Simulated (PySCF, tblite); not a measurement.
# C2H2ClF3O2S: geometry, infrared bands and NMR shifts

Wanted: the infrared bands and NMR shifts of C2H2ClF3O2S (`O=S(=O)(Cl)C(F)(F)CF`), by calculation.

Programs: tblite 0.8.0 and PySCF 2.14.0, with density-fitted response routines of our own. Each step states its level of theory. These are calculated values for one molecule in the gas phase, unless marked as measured. Atoms are numbered from 0 throughout.

### 1 The starting structure

11 atoms, charge 0, multiplicity 1; geometry from: force field or distance geometry start.

Bonds of the start (Å): O0–S1 1.51, S1–O2 1.50, S1–Cl3 2.08, S1–C4 1.77, C4–F5 1.41, C4–F6 1.35, C4–C7 1.53, C7–F8 1.40, C7–H9 1.10, C7–H10 1.11.

### 2 Relaxing the molecule with GFN2-xTB

What the job is given:

```
{"job": {"kind": "relax", "xc": "GFN2-xTB", "basis": "xTB"}, "charge": 0, "multiplicity": 1}
O      1.323800    -1.523300     0.934900
S      1.250200    -0.225300     0.157200
O      1.611300    -0.494900    -1.271600
Cl     2.729400     1.034600     0.897500
C     -0.321600     0.581400     0.320600
F     -0.300800     1.772500    -0.426800
F     -0.682900     0.892600     1.586000
C     -1.297800    -0.357300    -0.380500
F     -0.809100    -0.440000    -1.685600
H     -2.301300     0.091100    -0.311100
H     -1.195600    -1.328600     0.153600
```

The run is started by

```
$ OMP_NUM_THREADS=1 python probes_run.py task.json out
```

One launch serves the whole session: the jobs run in the order shown.

Standard output:

```text
step      E/eV     max force
  0    -962.44878    7.219
  1    -963.16948    1.806
  2    -963.25756    0.805
  3    -963.31675    0.925
  4    -963.35510    0.805
  5    -963.38343    0.408
  6    -963.40502    0.389
  7    -963.41948    0.455
  8    -963.43492    0.358
  9    -963.44329    0.229
 10    -963.44937    0.212
 11    -963.45474    0.281
 12    -963.46035    0.246
 13    -963.46492    0.174
 14    -963.46841    0.170
 15    -963.47189    0.198
 16    -963.47580    0.234
 17    -963.47918    0.168
 18    -963.48133    0.101
 19    -963.48253    0.085
 20    -963.48347    0.096
 21    -963.48444    0.087
 22    -963.48548    0.097
 23    -963.48667    0.107
 24    -963.48800    0.103
 25    -963.48925    0.115
 26    -963.49036    0.119
 27    -963.49148    0.107
 28    -963.49282    0.109
 29    -963.49426    0.107
 30    -963.49546    0.104
 31    -963.49642    0.111
 32    -963.49758    0.117
 33    -963.49928    0.174
 34    -963.50134    0.166
 35    -963.50336    0.161
 36    -963.50532    0.133
 37    -963.50734    0.148
 38    -963.50959    0.176
 39    -963.51179    0.146
 40    -963.51338    0.138
 41    -963.51473    0.135
 42    -963.51652    0.175
 43    -963.51604    0.271
 44    -963.52045    0.192
 45    -963.52221    0.114
 46    -963.52676    0.158
 47    -963.52903    0.177
 48    -963.53426    0.253
 49    -963.53764    0.159
 50    -963.54064    0.166
 51    -963.54275    0.147
 52    -963.54586    0.160
 53    -963.54891    0.105
 54    -963.54963    0.052
 55    -963.54980    0.028
 56    -963.54987    0.026
 57    -963.54991    0.020
 58    -963.54995    0.017
 59    -963.55000    0.019
 60    -963.55007    0.027
 61    -963.55015    0.030
 62    -963.55026    0.039
 63    -963.55038    0.032
 64    -963.55048    0.028
 65    -963.55058    0.026
 66    -963.55070    0.048
 67    -963.55085    0.063
 68    -963.55104    0.056
 69    -963.55122    0.033
 70    -963.55139    0.049
 71    -963.55162    0.070
 72    -963.55200    0.096
 73    -963.55249    0.103
 74    -963.55290    0.060
 75    -963.55314    0.045
 76    -963.55332    0.041
 77    -963.55354    0.061
 78    -963.55378    0.060
 79    -963.55388    0.066
 80    -963.55404    0.021
 81    -963.55410    0.018
 82    -963.55417    0.025
 83    -963.55422    0.024
 84    -963.55427    0.012
 85    -963.55429    0.009
```

Wall time 0.6 s (1 thread of Arm Neoverse V1, shared host).

The steps of the relaxation: (not every step is listed)

```
step  energy from step 0 (eV)  largest force (eV/Å)
   0                   0.0000                7.2187
   1                  -0.7207                1.8064
   2                  -0.8088                0.8049
   3                  -0.8680                0.9254
   4                  -0.9063                0.8048
   5                  -0.9346                0.4083
   6                  -0.9562                0.3888
   7                  -0.9707                0.4547
   8                  -0.9861                0.3585
  15                  -1.0231                0.1981
  22                  -1.0367                0.0968
  29                  -1.0455                0.1072
  36                  -1.0565                0.1333
  43                  -1.0673                0.2708
  50                  -1.0919                0.1659
  57                  -1.1011                0.0199
  64                  -1.1017                0.0282
  71                  -1.1028                0.0698
  78                  -1.1050                0.0600
  80                  -1.1053                0.0215
  81                  -1.1053                0.0176
  82                  -1.1054                0.0254
  83                  -1.1054                0.0236
  84                  -1.1055                0.0116
  85                  -1.1055                0.0094
```

Close pairs (by a distance rule), those that changed most:

| bond | before (Å) | after (Å) | change (Å) |
| --- | --- | --- | --- |
| S1–C4 | 1.774 | 1.885 | +0.110 |
| O0–S1 | 1.515 | 1.419 | -0.096 |
| S1–O2 | 1.498 | 1.416 | -0.082 |
| S1–Cl3 | 2.079 | 2.010 | -0.069 |
| C4–F5 | 1.406 | 1.339 | -0.067 |
| C7–F8 | 1.396 | 1.363 | -0.033 |
| C7–H10 | 1.113 | 1.096 | -0.017 |
| C4–F6 | 1.352 | 1.341 | -0.011 |

The end geometry stands in the next job.

### 3 Harmonic vibrations with GFN2-xTB

What the job is given:

```
{"job": {"kind": "ir", "xc": "GFN2-xTB", "basis": "xTB"}, "charge": 0, "multiplicity": 1}
O      1.373688    -1.517778     0.563092
S      1.384931    -0.229356    -0.030751
O      1.779956    -0.038267    -1.377266
Cl     2.526919     0.967009     1.112132
C     -0.299449     0.560144     0.272119
F     -0.258709     1.786458    -0.264123
F     -0.417743     0.710081     1.599292
C     -1.367264    -0.340468    -0.313253
F     -0.778412    -1.154543    -1.233629
H     -2.147203     0.234706    -0.826486
H     -1.791290    -0.975315     0.472909
```

Standard output:

```text
mode    cm-1     km/mol
  1      30.3      9.74
  2      72.1      0.59
  3     111.0      0.63
  4     137.5      4.90
  5     163.1      9.79
  6     264.2      0.78
  7     279.2      4.95
  8     300.8     11.53
  9     335.2     51.88
 10     358.7     11.73
 11     406.7     13.40
 12     451.8    199.35
 13     498.9    141.15
 14     557.4     93.49
 15     644.9     42.97
 16     905.2     30.69
 17    1002.4     61.36
 18    1070.2     51.27
 19    1117.1     64.21
 20    1151.4    297.51
 21    1177.1      7.85
 22    1201.6     40.12
 23    1296.2      6.12
 24    1329.3    425.56
 25    1391.3     12.40
 26    2942.8      3.44
 27    2956.5      1.58
```

Wall time 0.39 s (1 thread of Arm Neoverse V1, shared host).

Which atoms move in the most intense modes:

```csv
cm⁻¹,km/mol,atoms
335,51.9,"Cl3 36 %, O0 28 %, O2 16 %"
452,199.3,"S1 23 %, C7 15 %, C4 14 %, F5 13 %"
499,141.2,"S1 36 %, O0 23 %, O2 22 %"
557,93.5,"S1 32 %, F6 18 %, F5 11 %, C7 10 %"
1002,61.4,"C4 52 %, C7 24 %"
1117,64.2,"C4 45 %, H10 16 %, H9 13 %"
1151,297.5,"O0 36 %, O2 33 %, S1 20 %"
1329,425.6,"S1 44 %, O2 29 %, O0 26 %"
```

### 4 NMR shieldings: PBE0/pcSseg-1

Settings changed since step 3:

```diff
@@ -1,2 +1,2 @@
-{"job": {"kind": "ir", "xc": "GFN2-xTB", "basis": "xTB"}, "charge": 0, "multiplicity": 1}
+{"job": {"kind": "nmr", "xc": "PBE0", "basis": "pcSseg-1"}, "charge": 0, "multiplicity": 1}
 O      1.373688    -1.517778     0.563092
```

Method: GIAO PBE0/pcSseg-1 NMR shielding, non-relativistic, gas phase.

Standard output:

```text
coarse grid: 12096 points
cycle   1  E = -1384.3290247893  dE =  2.304e+00  |g| = 1.431e+00  |ddm| = 3.376e+00
cycle   2  E = -1383.0147546043  dE =  1.314e+00  |g| = 3.056e+00  |ddm| = 3.072e+00
cycle   3  E = -1384.6878938301  dE = -1.673e+00  |g| = 2.302e-01  |ddm| = 2.291e+00
cycle   4  E = -1384.6933072781  dE = -5.413e-03  |g| = 1.750e-01  |ddm| = 3.550e-01
cycle   5  E = -1384.6986930945  dE = -5.386e-03  |g| = 2.707e-02  |ddm| = 1.379e-01
cycle   6  E = -1384.6988075267  dE = -1.144e-04  |g| = 1.452e-02  |ddm| = 2.920e-02
cycle   7  E = -1384.6988429807  dE = -3.545e-05  |g| = 4.356e-03  |ddm| = 1.203e-02
cycle   8  E = -1384.6988464113  dE = -3.431e-06  |g| = 8.641e-04  |ddm| = 3.470e-03
final grid: 113880 points
cycle   9  E = -1384.7920656762  dE = -3.764e-05  |g| = 1.096e-02  |ddm| = 2.400e-02
cycle  10  E = -1384.7920310650  dE =  3.461e-05  |g| = 1.728e-02  |ddm| = 2.062e-02
cycle  11  E = -1384.7920875018  dE = -5.644e-05  |g| = 2.150e-03  |ddm| = 1.336e-02
cycle  12  E = -1384.7920883124  dE = -8.107e-07  |g| = 4.506e-04  |ddm| = 1.887e-03
cycle  13  E = -1384.7920883468  dE = -3.438e-08  |g| = 1.739e-04  |ddm| = 4.168e-04
cycle  14  E = -1384.7920883511  dE = -4.314e-09  |g| = 6.016e-05  |ddm| = 1.399e-04
cycle  15  E = -1384.7920883517  dE = -5.925e-10  |g| = 2.524e-05  |ddm| = 5.809e-05
converged SCF energy = -1384.7920883517

GIAO shielding tensors (ppm)
atom      isotropic    diamagn.    paramagn.     s11        s22        s33       span
  0 O       42.778     398.280    -355.502    -37.396     42.167    123.564    160.960
  1 S      170.545    1049.136    -878.590      6.053    113.619    391.963    385.910
  2 O       32.166     397.109    -364.944    -44.216     22.664    118.049    162.264
  3 Cl     401.863    1144.993    -743.130     36.661    157.052   1011.875    975.214
  4 C       55.320     249.036    -193.716     49.592     53.780     62.588     12.995
  5 F      281.966     472.867    -190.901    217.800    289.700    338.398    120.597
  6 F      277.288     472.457    -195.170    207.179    292.757    331.926    124.748
  7 C      100.717     241.167    -140.450     78.065     83.572    140.514     62.449
  8 F      430.007     473.397     -43.389    379.066    415.505    495.451    116.385
  9 H       26.160      26.736      -0.576     22.528     26.042     29.910      7.382
 10 H       26.312      27.574      -1.263     22.786     26.505     29.644      6.859
```

Run time: 32 s. Hardware: 1 thread of Arm Neoverse V1, shared host; peak memory 0.8 GiB.

Shifts follow as δ = σ(reference) − σ, with reference shieldings (ppm) from runs at the same level and on the same kind of geometry: ¹H TMS 31.72, ¹³C TMS 186.9, ¹⁹F CFCl3 170.9, ¹⁷O H2O 336.1, ³³S CS2 504, ³⁵Cl HCl 950. The references are single molecules in the gas phase, so shifts against H2O, NH3, PH3, H3PO4 or CFCl3 are not on the usual liquid scales and can be off by tens of ppm. Atoms listed in one row are averaged.

```csv
atoms,environment,σ (ppm),δ (ppm),δ scaled to CDCl3
C4,fully substituted sp3 carbon bonded to 2 F and S,55.3,131.6,122.1
C7,sp3 CH2 bonded to F,100.7,86.2,82.2
"H9, H10",hydrogen on an sp3 CH2 bonded to F,26.24,5.48,5.27
"O0, O2",S=O oxygen,37.5,298.6,–
S1,sulfonyl sulfur,171,333,–
Cl3,chlorine bonded to S,402,548,–
"F5, F6",fluorine of a CF2 group,279.6,-108.7,–
F8,fluorine on an sp3 carbon,430.0,-259.1,–
```

The scaled column applies a straight-line fit of computed shieldings to shifts measured in CDCl3, with any fitted terms for Cl, Br or S neighbours, and one for carbons that bear F (root-mean-square error 0.16 ppm for H, 1.9 ppm for C).

Charges from the same density, by scheme (e):

```
 atoms  Mulliken    IAO  Hirshfeld  ESP fit
O0, O2     -0.45  -0.81      -0.27    -0.35
    S1      0.98   1.93       0.48     0.65
   Cl3     -0.09  -0.23      -0.04    -0.05
    C4      0.28   0.38       0.17     0.33
F5, F6     -0.25  -0.26      -0.07    -0.17
    C7      0.22   0.00       0.02     0.05
    F8     -0.31  -0.30      -0.08    -0.18
```

Mayer bond orders: O0–S1 1.78, S1–O2 1.81, S1–Cl3 0.88, S1–C4 0.72, C4–F5 0.97, C4–F6 0.97, C4–C7 0.94, C7–F8 0.91.

The fields below are evaluated on a grid from the run's orbitals.

Frontier orbitals at PBE0/pcSseg-1, with the share of their density that lies nearest to each atom:

```csv
orbital,energy (eV),lies on
HOMO,-9.42,"Cl3 44 %; O0, O2 about 26 % each"
LUMO,-1.77,Cl3 36 %; S1 28 %; C4 12 %
```

ELF in a plane through or near 5 of the atoms.

Ten even steps from ' ' (0.00) to '@' (0.94):
```
                                                        
                                                        
                                                        
            ..::..                                      
        ..--==**++::                                    
      ..--**%%@@%%++                                    
      ::**%%%%%%@@##..  ..::--::                        
    ..++%%##..--##**..  ----..--==..::++++::            
    ::**@@##..--##**==++%%::@@++@@++**@@@@**::          
    ::++%%@@%%##%%##==##@@%%**@@%%::++@@@@**::          
    ..==##%%%%**##::==..@@##**%%==##==%%%%==..          
      ::====::..++..##++++::  ::++----==::..            
              ..==--..::==  ..**%%%%++..                
                ::------::  --@@**%%%%==                
                      ..    --%%@@@@%%++                
                            ..--++++==::                
                                ......                  
                                                        
                                                        
                                                        
```
The map spans 10.8 Å across and 8.3 Å up, centred on the molecule. Atoms in the plane (x, y in Å): S1 (-1.3, -0.5), Cl3 (-2.8, 0.9), C4 (0.2, 0.7), C7 (1.4, -0.2), F8 (1.1, -1.4).

log10 of the density (e/Å³) in the same plane.

Ten even steps from ' ' (-4.0) to '@' (2.0):
```
                                                        
                                                        
        ......::......  ........                        
      ..::--------::::::--------::..                    
  ....::--========------========--::....                
  ..::--==++++++++========++++++==--::::....            
  ::--==++********++====++****++++==----::::..          
..::--==++**##%%****++++****##**++++======--::..        
..::--==****##%%**********##@@##******++++==--..        
..::--==++**********************######**++==--::        
  ::--====++********%%##********##@@##**++==--::        
  ..::--======++**##@@%%**++++****##**++==--::..        
    ..::------==++********++++**####**++==--::..        
      ....::--==++++****++==++##%%##**++--::..          
          ..::--====++======++**####**==--..            
            ..::----==------==++++++++==::              
              ..::::::::::::::--==----::..              
                  ......      ..::::..                  
                                                        
                                                        
```
The map spans 10.8 Å across and 8.3 Å up, centred on the molecule. Atoms in the plane (x, y in Å): S1 (-1.3, -0.5), Cl3 (-2.8, 0.9), C4 (0.2, 0.7), C7 (1.4, -0.2), F8 (1.1, -1.4).

On the surface of density 0.002 e/bohr³ the electrostatic potential runs, from the 1st to the 99th percentile, from -1.15 V near O2 to 1.98 V near H9.

### 5 Summary of results

| quantity | value |
| --- | --- |
| strongest single infrared mode (GFN2-xTB) | 1329 cm⁻¹, 426 km/mol |
| zero-point energy (GFN2-xTB) | 31.7 kcal/mol |
| ¹³C shifts against TMS (PBE0/pcSseg-1) | 131.6, 86.2 ppm |
| ¹H shifts against TMS (PBE0/pcSseg-1, means over atoms taken as alike) | 5.48 ppm |
| ¹⁷O shifts against H2O (PBE0/pcSseg-1, means over atoms taken as alike) | 298.6 ppm |
| ³³S shifts against CS2 (PBE0/pcSseg-1) | 333 ppm |
| ³⁵Cl shifts against HCl (PBE0/pcSseg-1) | 548 ppm |
| ¹⁹F shifts against CFCl3 (PBE0/pcSseg-1, means over atoms taken as alike) | -108.7, -259.1 ppm |
| surface potential, 1st and 99th percentile | -1.15 V and 1.98 V |

**Reading.** Relaxing lowered the energy by 1.106 eV in 85 steps; the close pair that moved most is S1–C4, from 1.774 to 1.885 Å. All 27 modes are real, so the xTB geometry is a minimum. The strongest single mode, at 1329 cm⁻¹, has its largest shares on S1, O2 and O0 (the list is cut at 3 atoms). GFN2-xTB is a fitted tight-binding method: band positions and strengths are rough. Its intensities can rank the bands wrongly. At PBE0/pcSseg-1: The widest tensor belongs to Cl3: span 975 ppm, with a paramagnetic part of -743 ppm. By nearest atom (PBE0/pcSseg-1), the HOMO sits on Cl3 44 %; O0, O2 about 26 % each and the LUMO on Cl3 36 %; S1 28 %.
